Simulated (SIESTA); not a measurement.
MoP in SIESTA: the effect of functional

MoP, a slab with vacuum:

```xyz
8
Lattice="3.1910 0.0000 0.0000 0.0000 3.2230 0.0000 0.0000 0.0000 24.3040" Properties=species:S:1:pos:R:3 pbc="T T T"
Mo    0.0000    1.6115    7.5000
P     1.5955    0.0000    8.4304
Mo    0.0000    0.0000   10.2912
P     1.5955    1.6115   11.2216
Mo    0.0000    1.6115   13.0824
P     1.5955    0.0000   14.0128
Mo    0.0000    0.0000   15.8736
P     1.5955    1.6115   16.8040
```

Alike in all runs:

| Quantity | Value |
| --- | --- |
| Program | SIESTA 5.4.2 |
| Task | single point |
| Basis | DZP (energy shift 0.003 Ry; two zetas on semicore shells) |
| Grid cutoff | 800 Ry |
| Energy shift | 0.003 Ry |
| k mesh | 6 × 6 × 1 |
| Occupations | fermi-dirac, width 0.05 eV |
| Spin | no spin polarisation |

```tsv
functional	potentials or basis	largest force (eV/Å)	work function (eV)
LDA	PseudoDojo 0.4 standard (LDA files)	2.12	4.90
PBEsol	PseudoDojo 0.4 standard (PBEsol files)	1.92	4.72
AM05	PseudoDojo 0.4 standard (PBEsol files)	?	?
WC	PseudoDojo 0.4 standard (PBEsol files)	1.84	4.70
PW91	PseudoDojo 0.4 standard (PBE files)	1.80	4.67
revPBE	PseudoDojo 0.4 standard (PBE files)	1.79	4.52
```

Problem. What does the run with functional AM05 give?

Solution. Largest force 2.01 eV/Å; work function 4.61 eV.

Caveats: the potentials were made for another functional, which shifts forces and pressure (some runs).

Runs at the PBE level aren't shown here.
